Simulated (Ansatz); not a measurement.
**CH7BGaNO: shape, modes and thermochemistry**

What shape does CH7BGaNO take? The plan is to relax it, then compute its harmonic vibrations to see whether it is a minimum and to get the zero-point energy and entropy, and look at its orbitals and charge.

Computed with Ansatz 0.2.0, Gaussian basis. Level: RKS PBE0-D4/def2-TZVP.

Plan: relaxation at PBE0-D4/def2-TZVP; harmonic vibrations at the same level; a single point in def2-TZVPP for the fields.

## (1) Where the work starts

SMILES `CB(O)[NH][GaH2]`, 12 atoms, charge 0, spin multiplicity 1.

Atoms are counted from 1 here; the program's logs count them from 0.

Bond lengths: C1–B2 1.585 Å, C1–H6 1.088 Å, C1–H7 1.088 Å, C1–H8 1.085 Å, B2–O3 1.434 Å, B2–N4 1.387 Å, O3–H9 0.960 Å, N4–Ga5 1.906 Å, N4–H10 1.008 Å, Ga5–H11 1.550 Å, Ga5–H12 1.551 Å. Angles: B2–C1–H6 110.7°, B2–C1–H7 111.5°, B2–C1–H8 112.4°, H6–C1–H7 107.0°, H6–C1–H8 107.3°, H7–C1–H8 107.7°, C1–B2–O3 120.9°, C1–B2–N4 131.5°, O3–B2–N4 107.6°, B2–O3–H9 117.1°, B2–N4–Ga5 96.3°, B2–N4–H10 122.7°, Ga5–N4–H10 141.0°, N4–Ga5–H11 118.4°, N4–Ga5–H12 118.4°, H11–Ga5–H12 121.4°.

Coordinates:

| atom | x (Å) | y (Å) | z (Å) |
| --- | --- | --- | --- |
| C1 | -1.3647 | -0.6175 | 1.1786 |
| B2 | -0.2631 | -0.0441 | 0.1940 |
| O3 | 0.7766 | -0.8880 | -0.3204 |
| N4 | -0.0629 | 1.2286 | -0.3185 |
| Ga5 | 1.4985 | 0.8055 | -1.3264 |
| H6 | -0.9269 | -0.8642 | 2.1441 |
| H7 | -1.8117 | -1.5302 | 0.7899 |
| H8 | -2.1665 | 0.0911 | 1.3589 |
| H9 | 0.7610 | -1.8111 | -0.0585 |
| H10 | -0.6666 | 2.0047 | -0.0980 |
| H11 | 2.8849 | 1.1074 | -0.7016 |
| H12 | 1.3413 | 0.5178 | -2.8420 |

The start is a GFN2-xTB geometry.

## (2) Optimising with PBE0-D4/def2-TZVP

The input, in.yaml:

```yaml
crystal:
  periodic: [false, false, false]
  atoms:
    - {symbol: C, position_ang: [-1.364670, -0.617460, 1.178580]}
    - {symbol: B, position_ang: [-0.263060, -0.044110, 0.194010]}
    - {symbol: O, position_ang: [0.776580, -0.888020, -0.320430]}
    - {symbol: N, position_ang: [-0.062890, 1.228610, -0.318530]}
    - {symbol: Ga, position_ang: [1.498530, 0.805540, -1.326370]}
    - {symbol: H, position_ang: [-0.926880, -0.864220, 2.144080]}
    - {symbol: H, position_ang: [-1.811740, -1.530230, 0.789850]}
    - {symbol: H, position_ang: [-2.166520, 0.091090, 1.358880]}
    - {symbol: H, position_ang: [0.761020, -1.811050, -0.058460]}
    - {symbol: H, position_ang: [-0.666600, 2.004670, -0.097980]}
    - {symbol: H, position_ang: [2.884950, 1.107360, -0.701630]}
    - {symbol: H, position_ang: [1.341280, 0.517810, -2.842000]}
basis:
  gaussian: {orbitals: def2-TZVP}
hamiltonian: {xc: pbe0, dispersion: d4}
relax: {f_tol: 0.005, max_steps: 150}
```

Command:

```console
$ ansatz run in.yaml --threads 4 --pin off --events-out ev --progress --plain --max-ram 10444MiB
```

After this run come: Force constants and modes; A single point for the fields.

Before running them: what should the planned runs give, taken together? Wanted: point group; shift from the start; total energy; dispersion term; dipole moment; lowest, highest wavenumber; HOMO, LUMO.

As calculated:

| quantity | value |
| --- | --- |
| point group | Cs |
| steps | 14 |
| shift from the start (rms) | 0.089 Å |
| total energy | -57734.6611 eV |
| dispersion term | -213 meV |
| dipole moment | 2.10 D |
| lowest, highest wavenumber | -86, 3947 cm⁻¹ |
| HOMO, LUMO | -7.15, -0.22 eV |

What this shows: The atoms moved 0.09 Å (rms) from the start; the bond that changed most is Ga5–H11, from 1.550 to 1.568 Å. 1 imaginary mode (down to -86 cm⁻¹): the end point is a saddle, not a minimum. The stiffest mode, 3947 cm⁻¹, is an O–H stretch. Harmonic hybrid wavenumbers usually lie a few per cent above measured fundamentals. The largest Mulliken charge, -0.49 e, sits on O3. The HOMO lies mostly on N4 48 %; H11, H12 about 14 % each and the LUMO on Ga5 30 %; H9, H11, H12 about 16 % each.
